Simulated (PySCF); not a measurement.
# AlSeH3 in PySCF: notebook

The runs below take AlSeH3 through atomic charges, with PBE, TPSS, BLYP+D3(BJ), HLE16, SCAN+D3.

All numbers are computed with PySCF 2.14.0; they aren't measurements. Logs are shortened: lines on timing, memory, paths and dates and some standing lists are left out, and cuts for length are marked.

**1. The structure**

The cell holds a molecule in a box, 5 atoms: a = 12.000 Å, b = 12.000 Å, c = 12.000 Å, α = 90.00°, β = 90.00°, γ = 90.00°.

**2. Atomic charges, PBE**

run.py

```python
import json
import numpy as np
from pyscf.pbc import gto, scf, dft, df
from pyscf.pbc.tools import pyscf_ase
from ase.io import read

atoms = read('AlH3Se.xyz')
cell = pyscf_ase.cell_from_ase(atoms)
cell.basis = 'def2-svp'
cell.exp_to_discard = 0
cell.precision = 1e-08
cell.max_memory = 2520  # MB
cell.verbose = 4
cell.build()

res = {}
kpts = cell.make_kpts([1, 1, 1])
mf = dft.KRKS(cell, kpts, xc='pbe')
mf = mf.density_fit()
mf.with_df._cderi_to_save = 'cderi.h5'
mf.with_df.build(j_only=False)
mf.conv_tol = 1e-07
mf.max_cycle = 60

mf.kernel()
res.update(converged=bool(mf.converged), e_tot=mf.e_tot, nelec=cell.nelectron, nao=cell.nao, mesh=list(map(int, cell.mesh)), a=cell.lattice_vectors().tolist(), coords=cell.atom_coords().tolist(),
           mo_energy=[np.real(x).tolist() for x in mf.mo_energy], mo_occ=[np.real(x).tolist() for x in mf.mo_occ])
res.update(kpts=cell.get_scaled_kpts(kpts).tolist())
res['parts'] = {k: float(np.real(v)) for k, v in mf.scf_summary.items() if np.isscalar(v)}
json.dump(res, open('results.json', 'w'))
if not mf.converged:
    raise SystemExit('SCF not converged')

print('levels (eV)')
for i, kp in enumerate(res['kpts'][:40]):
    print('k %7.4f %7.4f %7.4f  ' % tuple(kp), ' '.join('%.3f' % (x * 27.211386) for x in res['mo_energy'][i][:30]))

# Mulliken populations
dm, s = np.asarray(mf.make_rdm1()), np.asarray(mf.get_ovlp())
sites = cell.aoslice_by_atom()[:, 2:]
tot = np.einsum('kij,kji->i', dm, s).real / len(kpts)
res['mulliken'] = [cell.atom_charge(i) - tot[a0:a1].sum() for i, (a0, a1) in enumerate(sites)]
print('Mulliken charges', np.round(res['mulliken'], 5))
res['meta_lowdin'] = mf.mulliken_meta()[1].tolist()

# density on a uniform mesh
grids = dft.gen_grid.UniformGrids(cell)
grids.mesh = [61, 61, 61]
grids.build()
ni = dft.numint.KNumInt()
rho = [ni.get_rho(cell, x, grids, kpts) for x in [dm]]
np.save('rho.npy', np.reshape(rho, (-1, *grids.mesh)))
res['done'] = True
json.dump(res, open('results.json', 'w'))
```

AlH3Se.xyz

```xyz
5
Lattice="12.0000000000 0.0000000000 0.0000000000 0.0000000000 12.0000000000 0.0000000000 0.0000000000 0.0000000000 12.0000000000" Properties=species:S:1:pos:R:3 pbc="T T T"
Al     5.5334000400      5.3987499600      6.1296500400
Se     6.8388999600      7.2760500000      6.4857500400
H      4.7318000400      4.8567500400      7.3779500400
H      5.4945000000      4.7484500400      4.6900500000
H      7.2942000000      7.2935499600      5.0893500000
```

Potentials or basis: def2-svp (all-electron).

The run is started by

```bash
OMP_NUM_THREADS=2 python -u run.py > log
```

Output:

```text
Discarded 0 diffused primitive functions, 0 contracted functions

PySCF version 2.14.0

[INPUT] verbose = 4
[INPUT] num. atoms = 5
[INPUT] num. electrons = 50
[INPUT] charge = 0
[INPUT] spin (= nelec alpha-beta = 2S) = 0
[INPUT] symmetry False subgroup None
[INPUT] Mole.unit = angstrom
[INPUT] Symbol           X                Y                Z      unit          X                Y                Z       unit  Magmom
[INPUT]  1 Al     5.533400040000   5.398749960000   6.129650040000 AA   10.456610613257  10.202158839407  11.583359815029 Bohr   0.0
[INPUT]  2 Se     6.838899960000   7.276050000000   6.485750040000 AA   12.923647917699  13.749741768642  12.256291287987 Bohr   0.0
[INPUT]  3 H      4.731800040000   4.856750040000   7.377950040000 AA    8.941806151806   9.177927431070  13.942304936324 Bohr   0.0
[INPUT]  4 H      5.494500000000   4.748450040000   4.690050000000 AA   10.383100191423   8.973270091780   8.862910010516 Bohr   0.0
[INPUT]  5 H      7.294200000000   7.293549960000   5.089350000000 AA   13.784040297802  13.782811900232   9.617477652055 Bohr   0.0

nuclear repulsion = -18.5479981111118
number of shells = 29
number of NR pGTOs = 131
number of NR cGTOs = 65
basis = def2-svp
ecp = {}
lattice vectors  a1 [22.676713495, 0.000000000, 0.000000000]
                 a2 [0.000000000, 22.676713495, 0.000000000]
                 a3 [0.000000000, 0.000000000, 22.676713495]
dimension = 3
low_dim_ft_type = None
Cell volume = 11661.1
exp_to_discard = 0
rcut = 29.36596730419549 (nimgs = [2 2 2])
precision = 1e-08
pseudo = None
ke_cutoff = 6972809.10771227
    = [26957 26957 26957] mesh (19589108689493 PWs)

******** <class 'pyscf.pbc.df.df.GDF'> ********
auxbasis = def2-universal-jfit
exp_to_discard = 0
len(kpts) = 1
Drop 0 primitive fitting functions
make aux basis, num shells = 50, num cGTOs = 142
auxcell.rcut 20.288894585918325

******** <class 'pyscf.pbc.df.rsdf_builder._RSGDFBuilder'> ********
mesh = [37 37 37] (50653 PWs)
ke_cutoff = 12.436968235142704
omega = 0.4244581975635083
exclude_d_aux = True
exclude_dd_block = True
j2c_eig_always = False
has_long_range = True

******** <class 'pyscf.pbc.dft.krks.KRKS'> ********
method = KRKS
initial guess = minao
damping factor = 0
level_shift factor = 0
DIIS = <class 'pyscf.scf.diis.CDIIS'>
diis_start_cycle = 1
diis_space = 8
diis_damp = 0
SCF conv_tol = 1e-07
SCF conv_tol_grad = None
SCF max_cycles = 60
direct_scf = True
direct_scf_tol = 1e-13

******** PBC SCF flags ********
N kpts = 1
Exchange divergence treatment (exxdiv) = ewald
    madelung (= occupied orbital energy shift) = 0.12511943056182773
    Total energy shift due to Ewald probe charge = -1/2 * Nelec*madelung = -3.12798576405
DF object = <pyscf.pbc.df.df.GDF object>
XC functionals = pbe
small_rho_cutoff = 0
radial grids:
    Treutler-Ahlrichs [JCP 102, 346 (1995); DOI:10.1063/1.469408] (M4) radial grids

becke partition: Becke, JCP 88, 2547 (1988); DOI:10.1063/1.454033
pruning grids: <function nwchem_prune>
grids dens level: 3
symmetrized grids: False
atomic radii adjust function: <function treutler_atomic_radii_adjust>
Set gradient conv threshold to 0.000316228

******** <class 'pyscf.pbc.df.rsdf_builder._RSNucBuilder'> ********
mesh = [45 45 45] (91125 PWs)
ke_cutoff = 18.57868094385515
omega = 0.5413047523121697
exclude_d_aux = False
exclude_dd_block = True
j2c_eig_always = False
has_long_range = True
tot grids = 69014
cell vol = 11661.122  sum(weights) = 11862.8678
nelec by numeric integration = 49.99999369365181
init E= -2644.67680027185
  HOMO = -0.254691072267  LUMO = -0.0756027121827  gap/eV = 4.87324
nelec by numeric integration = 49.999995025016595
cycle= 1 E= -2644.90837564711  delta_E= -0.232  |g|= 0.282  |ddm|= 2.14
  HOMO = -0.192182088234  LUMO = -0.0680742849333  gap/eV = 3.37715
nelec by numeric integration = 49.999994227774266
cycle= 2 E= -2644.90245473044  delta_E= 0.00592  |g|= 0.249  |ddm|= 0.743
  HOMO = -0.227775829458  LUMO = -0.0602673468031  gap/eV = 4.55814
nelec by numeric integration = 49.99999468525565
cycle= 3 E= -2644.92292798863  delta_E= -0.0205  |g|= 0.135  |ddm|= 0.585
  HOMO = -0.216597913654  LUMO = -0.0649847145712  gap/eV = 4.12561
nelec by numeric integration = 49.9999946273806
cycle= 4 E= -2644.92867042894  delta_E= -0.00574  |g|= 0.00743  |ddm|= 0.183
  HOMO = -0.216986664034  LUMO = -0.0663941834481  gap/eV = 4.09783
nelec by numeric integration = 49.999994618402226
cycle= 5 E= -2644.9286896682  delta_E= -1.92e-05  |g|= 0.00214  |ddm|= 0.0155
  HOMO = -0.216870236495  LUMO = -0.0662805500199  gap/eV = 4.09775
nelec by numeric integration = 49.999994619711465
cycle= 6 E= -2644.92869131536  delta_E= -1.65e-06  |g|= 0.000346  |ddm|= 0.00316
  HOMO = -0.216893863304  LUMO = -0.0662432876548  gap/eV = 4.09941
nelec by numeric integration = 49.99999461987586
cycle= 7 E= -2644.9286913625  delta_E= -4.71e-08  |g|= 8.22e-05  |ddm|= 0.000701
  HOMO = -0.216889167406  LUMO = -0.0662465561789  gap/eV = 4.09919
nelec by numeric integration = 49.99999461991439
Extra cycle  E= -2644.9286913621  delta_E= 4.07e-10  |g|= 9e-05  |ddm|= 0.000285
converged SCF energy = -2644.9286913621
levels (eV)
k  0.0000  0.0000  0.0000   -12300.055 -1561.059 -1506.850 -1402.258 -1402.245 -1402.232 -204.778 -150.176 -150.050 -149.970 -107.035 -69.256 -69.043 -68.955 -53.263 -53.232 -53.161 -53.066 -53.062 -17.023 -10.001 -9.102 -7.103 -6.853 -5.902 -1.803 -0.308 0.101 1.120 2.007
Mulliken charges [ 0.40657 -0.23607 -0.11907 -0.12415  0.07272]
 ** Mulliken pop on meta-lowdin orthogonal AOs **
 ** Mulliken pop  **
pop of  0 Al 1s           1.99999
pop of  0 Al 2s           1.99972
pop of  0 Al 3s           1.02722
pop of  0 Al 4s           0.00610
pop of  0 Al 2px          1.99972
pop of  0 Al 2py          1.99971
pop of  0 Al 2pz          1.99977
pop of  0 Al 3px          0.37338
pop of  0 Al 3py          0.43616
pop of  0 Al 3pz          0.75079
pop of  0 Al 4px          0.00453
pop of  0 Al 4py          0.00829
pop of  0 Al 4pz          0.00980
pop of  0 Al 3dxy         0.00353
pop of  0 Al 3dyz         0.00346
pop of  0 Al 3dz^2        0.00388
pop of  0 Al 3dxz         0.00251
pop of  0 Al 3dx2-y2      0.00469
pop of  1 Se 1s           2.00000
pop of  1 Se 2s           1.99996
pop of  1 Se 3s           1.99963
pop of  1 Se 4s           1.74099
pop of  1 Se 5s           0.00299
pop of  1 Se 2px          1.99999
pop of  1 Se 2py          1.99999
pop of  1 Se 2pz          1.99999
pop of  1 Se 3px          1.99983
pop of  1 Se 3py          1.99983
pop of  1 Se 3pz          1.99980
pop of  1 Se 4px          1.59178
pop of  1 Se 4py          1.60128
pop of  1 Se 4pz          1.24133
pop of  1 Se 5px          0.00237
pop of  1 Se 5py          0.00155
pop of  1 Se 5pz          0.00636
pop of  1 Se 3dxy         1.99978
pop of  1 Se 3dyz         1.99976
pop of  1 Se 3dz^2        1.99970
pop of  1 Se 3dxz         1.99974
pop of  1 Se 3dx2-y2      1.99979
pop of  1 Se 4dxy         0.00443
pop of  1 Se 4dyz         0.00268
pop of  1 Se 4dz^2        0.00554
pop of  1 Se 4dxz         0.00246
pop of  1 Se 4dx2-y2      0.00279
pop of  1 Se 5dxy         0.00002
pop of  1 Se 5dyz         0.00003
pop of  1 Se 5dz^2        0.00020
pop of  1 Se 5dxz         0.00011
pop of  1 Se 5dx2-y2      0.00001
pop of  2 H 1s            1.11449
pop of  2 H 2s            0.00142
pop of  2 H 2px           0.00062
pop of  2 H 2py           0.00026
pop of  2 H 2pz           0.00168
pop of  3 H 1s            1.11620
pop of  3 H 2s            0.00166
pop of  3 H 2px           0.00003
pop of  3 H 2py           0.00040
pop of  3 H 2pz           0.00217
pop of  4 H 1s            0.91145
pop of  4 H 2s            0.00705
pop of  4 H 2px           0.00091
pop of  4 H 2py           0.00051
pop of  4 H 2pz           0.00318
 ** Mulliken atomic charges  **
charge of    0Al =      0.36674
charge of    1Se =     -0.20473
charge of    2H =     -0.11847
charge of    3H =     -0.12044
charge of    4H =      0.07690
```

Wall time 20 s (2 threads of Intel Xeon at 2.70GHz, shared host); peak memory 1.9 GiB.

What came out:

```
Free energy                     : -71972.1762 eV
Gap between the frontier levels : 4.10 eV
Meta-löwdin charges             : Al +0.37; Se -0.20; H -0.12, +0.08 e
```

Caveat: this is a molecule in a periodic box at the Γ point, so its band gap is the HOMO-LUMO gap; population charges move with the basis; relativity is left out, which matters for the heavier elements; the basis of atomic orbitals isn't converged, which shifts pressures, moduli and gaps.

**3. Atomic charges, TPSS**

Changes to run.py since step 2:

```diff
@@ -17,6 +17,5 @@
 kpts = cell.make_kpts([1, 1, 1])
-mf = dft.KRKS(cell, kpts, xc='pbe')
+mf = dft.KRKS(cell, kpts, xc='tpss')
 mf = mf.density_fit()
-mf.with_df._cderi_to_save = 'cderi.h5'
-mf.with_df.build(j_only=False)
+mf.with_df._cderi = 'cderi.h5'  # three-centre integrals saved by an earlier run on this cell, basis and mesh
 mf.conv_tol = 1e-07
@@ -44,10 +43,2 @@
 res['meta_lowdin'] = mf.mulliken_meta()[1].tolist()
-
-# density on a uniform mesh
-grids = dft.gen_grid.UniformGrids(cell)
-grids.mesh = [61, 61, 61]
-grids.build()
-ni = dft.numint.KNumInt()
-rho = [ni.get_rho(cell, x, grids, kpts) for x in [dm]]
-np.save('rho.npy', np.reshape(rho, (-1, *grids.mesh)))
 res['done'] = True
```

AlH3Se.xyz is that of step 2.

Potentials or basis: def2-svp (all-electron).

The run is started by

```bash
OMP_NUM_THREADS=2 python -u run.py > log
```

Output:

```text
Discarded 0 diffused primitive functions, 0 contracted functions

PySCF version 2.14.0

[INPUT] verbose = 4
[INPUT] num. atoms = 5
[INPUT] num. electrons = 50
[INPUT] charge = 0
[INPUT] spin (= nelec alpha-beta = 2S) = 0
[INPUT] symmetry False subgroup None
[INPUT] Mole.unit = angstrom
[INPUT] Symbol           X                Y                Z      unit          X                Y                Z       unit  Magmom
[INPUT]  1 Al     5.533400040000   5.398749960000   6.129650040000 AA   10.456610613257  10.202158839407  11.583359815029 Bohr   0.0
[INPUT]  2 Se     6.838899960000   7.276050000000   6.485750040000 AA   12.923647917699  13.749741768642  12.256291287987 Bohr   0.0
[INPUT]  3 H      4.731800040000   4.856750040000   7.377950040000 AA    8.941806151806   9.177927431070  13.942304936324 Bohr   0.0
[INPUT]  4 H      5.494500000000   4.748450040000   4.690050000000 AA   10.383100191423   8.973270091780   8.862910010516 Bohr   0.0
[INPUT]  5 H      7.294200000000   7.293549960000   5.089350000000 AA   13.784040297802  13.782811900232   9.617477652055 Bohr   0.0

nuclear repulsion = -18.5479981111118
number of shells = 29
number of NR pGTOs = 131
number of NR cGTOs = 65
basis = def2-svp
ecp = {}
lattice vectors  a1 [22.676713495, 0.000000000, 0.000000000]
                 a2 [0.000000000, 22.676713495, 0.000000000]
                 a3 [0.000000000, 0.000000000, 22.676713495]
dimension = 3
low_dim_ft_type = None
Cell volume = 11661.1
exp_to_discard = 0
rcut = 29.36596730419549 (nimgs = [2 2 2])
precision = 1e-08
pseudo = None
ke_cutoff = 6972809.10771227
    = [26957 26957 26957] mesh (19589108689493 PWs)

******** <class 'pyscf.pbc.dft.krks.KRKS'> ********
method = KRKS
initial guess = minao
damping factor = 0
level_shift factor = 0
DIIS = <class 'pyscf.scf.diis.CDIIS'>
diis_start_cycle = 1
diis_space = 8
diis_damp = 0
SCF conv_tol = 1e-07
SCF conv_tol_grad = None
SCF max_cycles = 60
direct_scf = True
direct_scf_tol = 1e-13

******** PBC SCF flags ********
N kpts = 1
Exchange divergence treatment (exxdiv) = ewald
    madelung (= occupied orbital energy shift) = 0.12511943056182773
    Total energy shift due to Ewald probe charge = -1/2 * Nelec*madelung = -3.12798576405
DF object = <pyscf.pbc.df.df.GDF object>
XC functionals = tpss
small_rho_cutoff = 0
radial grids:
    Treutler-Ahlrichs [JCP 102, 346 (1995); DOI:10.1063/1.469408] (M4) radial grids

becke partition: Becke, JCP 88, 2547 (1988); DOI:10.1063/1.454033
pruning grids: <function nwchem_prune>
grids dens level: 3
symmetrized grids: False
atomic radii adjust function: <function treutler_atomic_radii_adjust>
Set gradient conv threshold to 0.000316228

******** <class 'pyscf.pbc.df.rsdf_builder._RSNucBuilder'> ********
mesh = [45 45 45] (91125 PWs)
ke_cutoff = 18.57868094385515
omega = 0.5413047523121697
exclude_d_aux = False
exclude_dd_block = True
j2c_eig_always = False
has_long_range = True
tot grids = 69014
cell vol = 11661.122  sum(weights) = 11862.8678
nelec by numeric integration = 49.99999369365181
init E= -2645.12534010634
  HOMO = -0.258616401501  LUMO = -0.0745206415017  gap/eV = 5.00950
nelec by numeric integration = 49.999995052742634
cycle= 1 E= -2645.3804439923  delta_E= -0.255  |g|= 0.297  |ddm|= 2.15
  HOMO = -0.199707724809  LUMO = -0.0645307238685  gap/eV = 3.67835
nelec by numeric integration = 49.99999430170819
cycle= 2 E= -2645.38126911775  delta_E= -0.000825  |g|= 0.224  |ddm|= 0.661
  HOMO = -0.230612630907  LUMO = -0.0556004378677  gap/eV = 4.76232
nelec by numeric integration = 49.99999472271835
cycle= 3 E= -2645.39640587687  delta_E= -0.0151  |g|= 0.112  |ddm|=  0.5
  HOMO = -0.220611511657  LUMO = -0.0598832292641  gap/eV = 4.37364
nelec by numeric integration = 49.99999466673418
cycle= 4 E= -2645.4006298942  delta_E= -0.00422  |g|= 0.00825  |ddm|= 0.156
  HOMO = -0.221122698189  LUMO = -0.06118171852  gap/eV = 4.35222
nelec by numeric integration = 49.999994657968564
cycle= 5 E= -2645.4006465823  delta_E= -1.67e-05  |g|= 0.00218  |ddm|= 0.0142
  HOMO = -0.221017724155  LUMO = -0.0610704116234  gap/eV = 4.35239
nelec by numeric integration = 49.999994658872126
cycle= 6 E= -2645.40064811817  delta_E= -1.54e-06  |g|= 0.000344  |ddm|= 0.00307
  HOMO = -0.221053084693  LUMO = -0.0610434481653  gap/eV = 4.35408
nelec by numeric integration = 49.999994659002425
cycle= 7 E= -2645.40064816116  delta_E= -4.3e-08  |g|= 9.94e-05  |ddm|= 0.000613
  HOMO = -0.221031975518  LUMO = -0.0610261642055  gap/eV = 4.35398
nelec by numeric integration = 49.999994659065806
Extra cycle  E= -2645.40064815984  delta_E= 1.33e-09  |g|= 0.000118  |ddm|= 0.000334
converged SCF energy = -2645.40064815984
levels (eV)
k  0.0000  0.0000  0.0000   -12319.151 -1564.696 -1513.519 -1403.756 -1403.740 -1403.727 -206.562 -151.125 -150.989 -150.908 -108.494 -69.818 -69.598 -69.499 -53.285 -53.254 -53.182 -53.079 -53.075 -17.289 -10.218 -9.304 -7.395 -7.024 -6.015 -1.661 -0.138 0.295 1.290 2.219
Mulliken charges [ 0.525   -0.27448 -0.15801 -0.16189  0.06937]
 ** Mulliken pop on meta-lowdin orthogonal AOs **
 ** Mulliken pop  **
pop of  0 Al 1s           1.99999
pop of  0 Al 2s           1.99975
pop of  0 Al 3s           0.99560
pop of  0 Al 4s           0.00626
pop of  0 Al 2px          1.99979
pop of  0 Al 2py          1.99979
pop of  0 Al 2pz          1.99984
pop of  0 Al 3px          0.36219
pop of  0 Al 3py          0.42732
pop of  0 Al 3pz          0.73478
pop of  0 Al 4px          0.00473
pop of  0 Al 4py          0.00845
pop of  0 Al 4pz          0.01114
pop of  0 Al 3dxy         0.00363
pop of  0 Al 3dyz         0.00402
pop of  0 Al 3dz^2        0.00462
pop of  0 Al 3dxz         0.00295
pop of  0 Al 3dx2-y2      0.00502
pop of  1 Se 1s           2.00000
pop of  1 Se 2s           1.99997
pop of  1 Se 3s           1.99967
pop of  1 Se 4s           1.73464
pop of  1 Se 5s           0.00266
pop of  1 Se 2px          1.99999
pop of  1 Se 2py          1.99999
pop of  1 Se 2pz          1.99999
pop of  1 Se 3px          1.99984
pop of  1 Se 3py          1.99984
pop of  1 Se 3pz          1.99981
pop of  1 Se 4px          1.60033
pop of  1 Se 4py          1.61200
pop of  1 Se 4pz          1.23608
pop of  1 Se 5px          0.00237
pop of  1 Se 5py          0.00154
pop of  1 Se 5pz          0.00628
pop of  1 Se 3dxy         1.99973
pop of  1 Se 3dyz         1.99972
pop of  1 Se 3dz^2        1.99966
pop of  1 Se 3dxz         1.99970
pop of  1 Se 3dx2-y2      1.99974
pop of  1 Se 4dxy         0.00469
pop of  1 Se 4dyz         0.00252
pop of  1 Se 4dz^2        0.00595
pop of  1 Se 4dxz         0.00241
pop of  1 Se 4dx2-y2      0.00303
pop of  1 Se 5dxy         0.00002
pop of  1 Se 5dyz         0.00004
pop of  1 Se 5dz^2        0.00020
pop of  1 Se 5dxz         0.00011
pop of  1 Se 5dx2-y2      0.00001
pop of  2 H 1s            1.13643
pop of  2 H 2s            0.00121
pop of  2 H 2px           0.00069
pop of  2 H 2py           0.00029
pop of  2 H 2pz           0.00185
pop of  3 H 1s            1.13777
pop of  3 H 2s            0.00147
pop of  3 H 2px           0.00003
pop of  3 H 2py           0.00044
pop of  3 H 2pz           0.00239
pop of  4 H 1s            0.92276
pop of  4 H 2s            0.00771
pop of  4 H 2px           0.00085
pop of  4 H 2py           0.00044
pop of  4 H 2pz           0.00323
 ** Mulliken atomic charges  **
charge of    0Al =      0.43009
charge of    1Se =     -0.21253
charge of    2H =     -0.14047
charge of    3H =     -0.14209
charge of    4H =      0.06500
```

Run time: 13 s. Hardware: 2 threads of Intel Xeon at 2.70GHz, shared host; peak memory 1.9 GiB.

What came out:

```
Free energy                     : -71985.0188 eV
Gap between the frontier levels : 4.35 eV
Meta-löwdin charges             : Al +0.43; Se -0.21; H -0.14, +0.07 e
```

Levels at points of the mesh, in eV from the valence-band top:
| k point | band 23 | band 24 | band 25 | band 26 | band 27 | band 28 |
| --- | --- | --- | --- | --- | --- | --- |
| (0.00, 0.00, 0.00) | -1.38 | -1.01 | 0.00 | 4.35 | 5.88 | 6.31 |

Caveat: this is a molecule in a periodic box at the Γ point, so its band gap is the HOMO-LUMO gap; population charges move with the basis; relativity is left out, which matters for the heavier elements; the basis of atomic orbitals isn't converged, which shifts pressures, moduli and gaps.

**4. Atomic charges, BLYP+D3(BJ)**

Changes to run.py since step 3:

```diff
@@ -16,4 +16,9 @@
 res = {}
+from pyscf.dispersion import dftd3
+d = dftd3.DFTD3Dispersion(cell, xc='blyp', version='d3bj', atm=False).get_dispersion(grad=True)
+print('dispersion energy = %.10f' % d['energy'])
+res['e_disp'] = float(d['energy'])
+
 kpts = cell.make_kpts([1, 1, 1])
-mf = dft.KRKS(cell, kpts, xc='tpss')
+mf = dft.KRKS(cell, kpts, xc='blyp')
 mf = mf.density_fit()
```

AlH3Se.xyz is that of step 3.

The run is started by

```bash
OMP_NUM_THREADS=2 python -u run.py > log
```

It took 13 s on 2 threads of Intel Xeon at 2.70GHz, shared host; peak memory 1.9 GiB.

Results (log left out):

```
Free energy                     : -71986.9551 eV
Gap between the frontier levels : 4.04 eV
Meta-löwdin charges             : Al +0.39; Se -0.20; H -0.13, +0.06 e
Dispersion energy per atom      : -0.037 eV
```

Levels at points of the mesh, in eV from the valence-band top:
```
           k point  band 22  band 23  band 24  band 25  band 26  band 27  band 28  band 29
(0.00, 0.00, 0.00)    -3.25    -1.30    -0.98     0.00     4.04     5.47     5.90     6.93
```

Caveat: this is a molecule in a periodic box at the Γ point, so its band gap is the HOMO-LUMO gap; the energy listed adds the dispersion energy to the SCF energy of the log; population charges move with the basis; relativity is left out, which matters for the heavier elements; the basis of atomic orbitals isn't converged, which shifts pressures, moduli and gaps. A hybrid or GW would open this gap; BLYP tends to underestimate it.

(Continued in part 2 of 2.)
